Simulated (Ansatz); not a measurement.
# AlSi₂NH₈: a ladder of functionals and wavefunction methods

How much do the methods differ for AlSi₂NH₈? The plan is to run it at one geometry with functionals of several rungs and with coupled cluster, and see how far each lands from CCSD(T) at the basis-set limit for the atomisation energy.

Computed with Ansatz 0.2.0, Gaussian basis. Level: functionals in def2-TZVPP, the program's frozen cores in correlated methods.

Plan: PBE-D4, r2SCAN-D4, PBE0-D4, B3LYP-D4, ωB97X-V, ωB97M-V, B2PLYP; CCSD(T)/def2-TZVPP; MP2/def2-QZVPP; extrapolation to the limit.

## Step 1: Structure used throughout

An earlier PBE0-D4/def2-TZVP relaxation fixed the geometry.

SMILES `[AlH2][NH][SiH2][SiH3]`, 12 atoms, charge 0, spin multiplicity 1.

Atoms are counted from 1 here; the program's logs count them from 0.

Bond lengths: Al1–N2 1.783 Å, Al1–H5 1.580 Å, Al1–H6 1.583 Å, N2–Si3 1.732 Å, N2–H7 1.012 Å, Si3–Si4 2.345 Å, Si3–H8 1.488 Å, Si3–H9 1.493 Å, Si4–H10 1.489 Å, Si4–H11 1.491 Å, Si4–H12 1.489 Å. Angles: N2–Al1–H5 117.9°, N2–Al1–H6 117.4°, H5–Al1–H6 124.7°, Al1–N2–Si3 129.3°, Al1–N2–H7 116.3°, Si3–N2–H7 114.5°, N2–Si3–Si4 111.9°, N2–Si3–H8 107.1°, N2–Si3–H9 112.0°, Si4–Si3–H8 109.7°, Si4–Si3–H9 108.2°, H8–Si3–H9 107.9°, Si3–Si4–H10 111.4°, Si3–Si4–H11 110.0°, Si3–Si4–H12 110.7°, H10–Si4–H11 108.1°, H10–Si4–H12 108.6°, H11–Si4–H12 107.9°.

## Step 2: PBE-D4 (GGA)

in.yaml

```yaml
crystal:
  periodic: [false, false, false]
  atoms:
    - {symbol: Al, position_ang: [-2.460143, 0.863220, 0.386962]}
    - {symbol: N, position_ang: [-0.760083, 0.510537, 0.793605]}
    - {symbol: Si, position_ang: [0.211354, -0.854624, 0.355912]}
    - {symbol: Si, position_ang: [2.095228, -0.222347, -0.889936]}
    - {symbol: H, position_ang: [-3.249728, -0.199441, -0.475529]}
    - {symbol: H, position_ang: [-3.068053, 2.225608, 0.916272]}
    - {symbol: H, position_ang: [-0.276654, 1.209883, 1.343445]}
    - {symbol: H, position_ang: [-0.647679, -1.759245, -0.455694]}
    - {symbol: H, position_ang: [0.677160, -1.617169, 1.552471]}
    - {symbol: H, position_ang: [2.964663, -1.393173, -1.192212]}
    - {symbol: H, position_ang: [2.903083, 0.770958, -0.126313]}
    - {symbol: H, position_ang: [1.687852, 0.410594, -2.174981]}
basis:
  gaussian: {orbitals: def2-TZVPP}
hamiltonian: {xc: pbe, dispersion: d4}
output: {forces: true, orbitals: {seedname: orbitals}}
```

Launch:

```bash
> ansatz run in.yaml --threads 4 --pin off --events-out ev --progress --plain --max-ram 10444MiB
```

Further steps of the session: r2SCAN-D4 (meta-GGA); PBE0-D4 (hybrid); B3LYP-D4 (hybrid); ωB97X-V (range-separated); ωB97M-V (range-separated); B2PLYP (double hybrid); CCSD(T) in def2-TZVPP; MP2 in def2-QZVPP.

Q: Predict the results of all the runs planned. Wanted: atomisation energy, CCSD(T)/CBS; farthest; mean size of error, hybrid; mean size of error, range-separated; gap, smallest and largest; T1 diagnostic; triples share of the correlation energy.

**Answer**, as computed:

| quantity | value |
| --- | --- |
| atomisation energy, CCSD(T)/CBS | 3585.3 kJ/mol |
| functionals within 17.9 kJ/mol (0.5 %) | B3LYP-D4, ωB97M-V |
| farthest | PBE0-D4 (-65.3 kJ/mol) |
| mean size of error, hybrid | 34.5 kJ/mol |
| mean size of error, range-separated | 14.7 kJ/mol |
| gap, smallest and largest | 4.44 eV (PBE-D4), 10.49 eV (ωB97X-V) |
| T1 diagnostic | 0.0127 |
| triples share of the correlation energy | 3.4 % |

What this shows: PBE-D4 misses by -48.6 kJ/mol, or 4.4 kJ/mol for each of 11 bonds. Double hybrids carry the basis error of their MP2 part in triple zeta, and no dispersion term here, so their miss is partly the set-up's. Misses under about 17.9 kJ/mol are within the doubt on the reference itself, which lacks core-valence correlation, relativity and higher excitations. Hartree-Fock recovers 74 % of the binding; the rest is correlation. The gap grows from 4.4 to 10.5 eV across the functionals, mostly with the share of exact exchange.
